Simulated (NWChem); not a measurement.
# One shape, several levels: C2H6LiN (SMILES [Li][N](C)C)

Aim: a comparison of 5 runs (HF/STO-3G, HF/3-21G, B3LYP/6-31G*, MP2/def2-SVP) of C2H6LiN. 

The results are computed with NWChem 7.3.0.

**1. The molecule**

The species is C2H6LiN (10 atoms), meant as a singlet with charge 0. SMILES: `[Li][N](C)C`. The coordinates come from a PBE0-D4/def2-TZVP relaxation.

Bond lengths: Li1–N2 1.737 Å, N2–C3 1.433 Å, N2–C4 1.433 Å, C3–H5 1.098 Å, C3–H6 1.109 Å, C3–H7 1.109 Å, C4–H8 1.098 Å, C4–H9 1.109 Å, C4–H10 1.109 Å. Some angles: Li1–N2–C3 125.4°, Li1–N2–C4 125.4°, C3–N2–C4 109.2°, N2–C3–H5 111.6°, N2–C3–H6 113.1°, N2–C3–H7 113.1°, N2–C4–H8 111.6°, N2–C4–H9 113.1°, N2–C4–H10 113.1°, H5–C3–H6 106.5°.

**2. Energy and gradient at HF/STO-3G (run 1)**

Input file run.py:

```python
from ase import Atoms
from ase.calculators.nwchem import NWChem

system = Atoms(['Li', 'N', 'C', 'C', 'H', 'H', 'H', 'H', 'H', 'H'], positions=[
    [-1.785100, -0.986400, -1.208700],
    [-0.474200, -0.268400, -0.324500],
    [0.116700, 1.006300, -0.604200],
    [0.189400, -0.858100, 0.800000],
    [-0.364300, 1.495300, -1.462000],
    [0.043400, 1.715300, 0.245400],
    [1.197800, 0.941500, -0.843100],
    [-0.234300, -1.840000, 1.050100],
    [0.119600, -0.240700, 1.718700],
    [1.274100, -1.015900, 0.631200],
])

calc = NWChem(
    label='geom',
    theory='scf',
    memory='2200 mb',
    basis='STO-3G',
    basispar='spherical bse',
    scf={'nopen': '0', 'rhf': None, 'thresh': '1e-08', 'maxiter': '80'},
)
system.calc = calc

forces = system.get_forces()
print("Total energy (eV):", round(system.get_potential_energy(), 6))
print("forces (eV/A):")
for s, f in zip(system.symbols, forces):
    print(f"{s:2s} {f[0]:10.5f} {f[1]:10.5f} {f[2]:10.5f}")
print("dipole (e A):", system.get_dipole_moment().round(4))
```

Command:

```console
$ export ASE_NWCHEM_COMMAND="nwchem PREFIX.nwi > PREFIX.nwo"
$ python run.py
```

What it wrote:

```text
Total energy (eV): -3792.110795
forces (eV/A):
Li    0.93326    0.51242    0.63074
N    -2.52441   -1.38690   -1.70156
C     1.15936    2.53398   -0.57608
C     1.30098   -1.18348    2.22879
H     0.13123   -0.25999    0.32406
H    -0.05451   -0.39976   -0.31100
H    -0.49113   -0.10922    0.09919
H     0.10531    0.38700   -0.16450
H    -0.06191   -0.19432   -0.47046
H    -0.49818    0.10022   -0.05914
dipole (e A): [-0.5407 -0.2963 -0.3646]
```

The calculator wrote geom.nwi:

```
title "geom"

permanent_dir geom

scratch_dir geom

start geom

geometry units angstrom nocenter noautosym noautoz
  Li -1.7850999999999999e+00 -9.8640000000000005e-01 -1.2087000000000001e+00
  N  -4.7420000000000001e-01 -2.6840000000000003e-01 -3.2450000000000001e-01
  C  1.1670000000000000e-01 1.0063000000000000e+00 -6.0419999999999996e-01
  C  1.8940000000000001e-01 -8.5809999999999997e-01 8.0000000000000004e-01
  H  -3.6430000000000001e-01 1.4953000000000001e+00 -1.4620000000000000e+00
  H  4.3400000000000001e-02 1.7153000000000000e+00 2.4540000000000001e-01
  H  1.1978000000000000e+00 9.4150000000000000e-01 -8.4309999999999996e-01
  H  -2.3430000000000001e-01 -1.8400000000000001e+00 1.0501000000000000e+00
  H  1.1960000000000000e-01 -2.4070000000000000e-01 1.7186999999999999e+00
  H  1.2741000000000000e+00 -1.0159000000000000e+00 6.3119999999999998e-01
end

memory 2200 mb

basis spherical bse noprint
   * library STO-3G
end

scf
  nopen 0
  rhf
  thresh 1e-08
  maxiter 80
end

task scf gradient
```

geom.nwo:

```text
Northwest Computational Chemistry Package (NWChem) 7.3.0
             --------------------------------------------------------

           Job information
           ---------------

    nwchem branch   = 7.3.0
    use scalapack   = T
    input           = geom.nwi
    prefix          = geom.
    data base       = geom/geom.db
    status          = startup
    nproc           =        1

           Memory information
           ------------------

[... 5 lines left out ...]
    hardfail = no
[... 138 lines left out ...]
         Quadratically convergent ROHF
[... 15 lines left out ...]
       Final RHF  results
[... 4 lines left out ...]
      Two-electron energy =    141.766465929019
[... 33 lines left out ...]
                       ROHF Final Molecular Orbital Analysis
[... 204 lines left out ...]
                 ----------------------------------------
                 |  Time  |  1-e(secs)   |  2-e(secs)   |
                 ----------------------------------------
                 |  CPU   |       0.00   |       0.21   |
                 ----------------------------------------
                 |  WALL  |       0.00   |       0.21   |
                 ----------------------------------------

 Task  times  cpu:        1.8s     wall:        1.8s
 Total times  cpu:        1.8s     wall:        1.8s
```

Wall time 2.9 s (1 thread of Intel Xeon Platinum 8488C (Sapphire Rapids), shared host); peak memory 0.098 GiB.

**3. Energy and gradient at HF/3-21G (run 2)**

Input file c2h6lin.nw:

```
start c2h6lin
title "C2H6LiN gradient"
memory 2200 mb

geometry noautosym nocenter noautoz
 Li    -1.785100    -0.986400    -1.208700
 N     -0.474200    -0.268400    -0.324500
 C      0.116700     1.006300    -0.604200
 C      0.189400    -0.858100     0.800000
 H     -0.364300     1.495300    -1.462000
 H      0.043400     1.715300     0.245400
 H      1.197800     0.941500    -0.843100
 H     -0.234300    -1.840000     1.050100
 H      0.119600    -0.240700     1.718700
 H      1.274100    -1.015900     0.631200
end

basis spherical bse
 * library 3-21G
end

scf
 thresh 1e-08
 maxiter 80
end

task scf gradient
```

Command:

```console
$ nwchem c2h6lin.nw > c2h6lin.out
```

What it wrote:

```text
[...]
  functions       =    48
[...]
  wavefunction    = RHF
[...]
         Total SCF energy =   -140.309382385126
      One-electron energy =   -374.615617744112
      Two-electron energy =    141.341752810179
 Nuclear repulsion energy =     92.964482548807
        Time for solution =      1.5s
[...]
                         RHF ENERGY GRADIENTS
    atom               coordinates                        gradient
                 x          y          z           x          y          z
   1 Li     -3.373350  -1.864026  -2.284112    0.000035   0.000005   0.000013
   2 N      -0.896108  -0.507202  -0.613216    0.015309   0.008435   0.010304
   3 C       0.220531   1.901631  -1.141772   -0.011655  -0.025254   0.005648
   4 C       0.357914  -1.621574   1.511781   -0.013059   0.011668  -0.022240
   5 H      -0.688427   2.825707  -2.762779   -0.002096   0.003117  -0.004441
   6 H       0.082014   3.241447   0.463739   -0.000310   0.004304   0.005546
   7 H       2.263514   1.779177  -1.593228    0.006927  -0.000522  -0.001269
   8 H      -0.442763  -3.477096   1.984401   -0.001762  -0.005196   0.001836
   9 H       0.226011  -0.454857   3.247872   -0.000313   0.004168   0.005715
  10 H       2.407700  -1.919773   1.192795    0.006924  -0.000724  -0.001109
[...]
```

Wall time 2.4 s (1 thread of Intel Xeon Platinum 8488C (Sapphire Rapids), shared host); peak memory 0.099 GiB.

Runs 3 to 4 aren't shown in full; the table further down has their settings and results.

**4. Energy and forces at MP2/def2-SVP (run 5)**

Input file c2h6lin.nw:

```
start c2h6lin
memory total 2200 mb
charge 0

geometry units bohr noautosym nocenter noautoz
  Li -3.37335011 -1.86402585 -2.28411197
  N  -0.89610813 -0.50720249 -0.61321613
  C   0.22053104  1.90163140 -1.14177252
  C   0.35791413 -1.62157399  1.51178090
  H  -0.68842723  2.82570747 -2.76277959
  H   0.08201411  3.24144722  0.46373879
  H   2.26351395  1.77917715 -1.59322810
  H  -0.44276283 -3.47709607  1.98440140
  H   0.22601124 -0.45485708  3.24787229
  H   2.40770006 -1.91977277  1.19279513
end

basis spherical bse
  * library def2-SVP
end

scf
  thresh 1e-08
  maxiter 80
end

mp2
  freeze core 3
  tight
end

task mp2 gradient
```

Command:

```console
$ nwchem c2h6lin.nw > c2h6lin.out
```

What it wrote:

```text
[...]
  functions       =    81
[...]
  wavefunction    = RHF
[...]
         Total SCF energy =   -140.995942245782
      One-electron energy =   -375.561542567902
      Two-electron energy =    141.601124500675
 Nuclear repulsion energy =     92.964475821445
        Time for solution =      8.3s
[...]
          Total MP2 energy          -141.472789505401
[...]
                         mp2 ENERGY GRADIENTS
    atom               coordinates                        gradient
                 x          y          z           x          y          z
   1 Li     -3.373350  -1.864026  -2.284112    0.004386   0.002387   0.002944
   2 N      -0.896108  -0.507202  -0.613216    0.000046   0.000093   0.000021
   3 C       0.220531   1.901631  -1.141773    0.000284   0.002099  -0.001132
   4 C       0.357914  -1.621574   1.511781    0.000473  -0.001768   0.001699
   5 H      -0.688427   2.825707  -2.762780    0.001729  -0.002147   0.003360
   6 H       0.082014   3.241447   0.463739   -0.000167  -0.002962  -0.002864
   7 H       2.263514   1.779177  -1.593228   -0.003993  -0.000373   0.000759
   8 H      -0.442763  -3.477096   1.984401    0.001504   0.003933  -0.001202
   9 H       0.226011  -0.454857   3.247872   -0.000216  -0.001902  -0.003590
  10 H       2.407700  -1.919773   1.192795   -0.004047   0.000639   0.000004
[...]
```

It took 20 s on 1 thread of Intel Xeon Platinum 8488C (Sapphire Rapids), shared host; peak memory 0.22 GiB.

**5. Overview of the runs**

| run | level | iteration cap | module | energy (Eh) | dipole moment (D) | HOMO energy (eV) | LUMO energy (eV) | wall time |
| --- | --- | --- | --- | --- | --- | --- | --- | --- |
| 1 | HF/STO-3G | 80 | scf | -139.357502 | 3.44 | -5.37 | 2.46 | 2.9 s |
| 2 | HF/3-21G | 80 | scf | -140.309382 | 5.25 | -6.70 | 0.20 | 2.4 s |
| 3 | B3LYP/6-31G* (spherical functions) | 100 | dft | -142.080347 | 5.07 | -3.76 | -1.27 | 3 min |
| 4 | B3LYP/6-31G* (Cartesian functions) | 100 | dft | -142.082880 | 5.07 | – | – | 3.2 min |
| 5 | MP2/def2-SVP | 80 | mp2 | -141.472790 | 5.32 | -6.93 | 0.20 | 20 s |

**6. Outcome**

```
                                                      quantity          value
                                           run 5: total energy  -141.47279 Eh
run 5: dipole moment (of the density that the program reports)         5.32 D
                    run 5: HOMO energy (Hartree–Fock orbitals)       -6.93 eV
                    run 5: LUMO energy (Hartree–Fock orbitals)        0.20 eV
                  run 5: HOMO–LUMO gap (Hartree–Fock orbitals)        7.13 eV
            run 5: correlation energy (3 core orbitals frozen)     -476.8 mEh
                               run 5: largest force on an atom     0.298 eV/Å
```

In words: The dipole moment (its size) runs from 3.44 D (HF/STO-3G) to 5.32 D (MP2/def2-SVP). The two ends differ in method and basis. Over runs 1, 2, 3 the HOMO–LUMO gap runs from 2.49 eV (B3LYP/6-31G*) to 7.83 eV (HF/STO-3G). In run 1 the basis is minimal, so the values are rough. All runs together took 6.6 min, the longest 3.2 min.
